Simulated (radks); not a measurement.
# Br in [Ar] 3d10 4s2 4p4.5 5s0.5: an all-electron calculation

One table from this session's results is given with a row withheld; the runs are named, their logs left out.

Program: radks (a radial shooting solver on a logarithmic mesh, Libxc functionals) version 1. Level of theory: scalar-relativistic Kohn-Sham, r2SCAN, spin-polarised, spherical densities, finite nucleus; open shells are filled with parallel spins first. These are calculated values, not measurements, unless marked.

### Starting point

* element: bromine (Z = 35)
* charge: 0
* electrons: 35
* configuration: [Ar] 3d10 4s2 4p4.5 5s0.5
* nuclear rms radius: 4.1629 fm

The first run:

Settings of this run:

```text
Z 35
configuration [Ar] 3d10 4s2 4p4.5 5s0.5 4d0 5p0 6s0 4f0
relativity scalar-relativistic
functional r2scan,r2scan
spin polarised
nucleus finite rms 4.1629 fm
c 137.035999084
```

One table of the session follows, with a row left open; its other results are not shown here.

It belongs to the step «Orbitals and density». Sizes of the orbitals, from the radial functions (bohr):

```
  level      <r>  outermost maximum (interpolated)  90 % within  nodes
  1s up  0.04275                            0.0279       0.0765      0
1s down  0.04275                            0.0279       0.0765      0
  2s up   0.1893                             0.159        0.293      1
2s down   0.1893                             0.159        0.293      1
  2p up   0.1654                             0.127        0.270      0
2p down   0.1654                             0.127        0.270      0
  3s up   0.5502                             0.483        0.818      2
3s down   0.5502                             0.483        0.819      2
  3p up   0.5634                             0.481        0.859      1
3p down   0.5633                             0.481        0.859      1
  3d up   0.5907                             0.433        0.972      0
3d down   0.5891                             0.433        0.968      0
  4s up        ?                                 ?            ?      ?
4s down    1.670                              1.42         2.49      3
  4p up    2.017                              1.65         3.08      2
4p down    2.045                              1.65         3.14      2
  5s up    6.486                              5.49         9.73      4
  5p up    9.156                              7.90         13.7      3
```

Estimate the missing values for 4s up.

**Answer.** <r>: 1.663; outermost maximum (interpolated): 1.42; 90 % within: 2.47; nodes: 3. In the column «<r>» it lies between 3d up (0.5907) and 4s down (1.670).
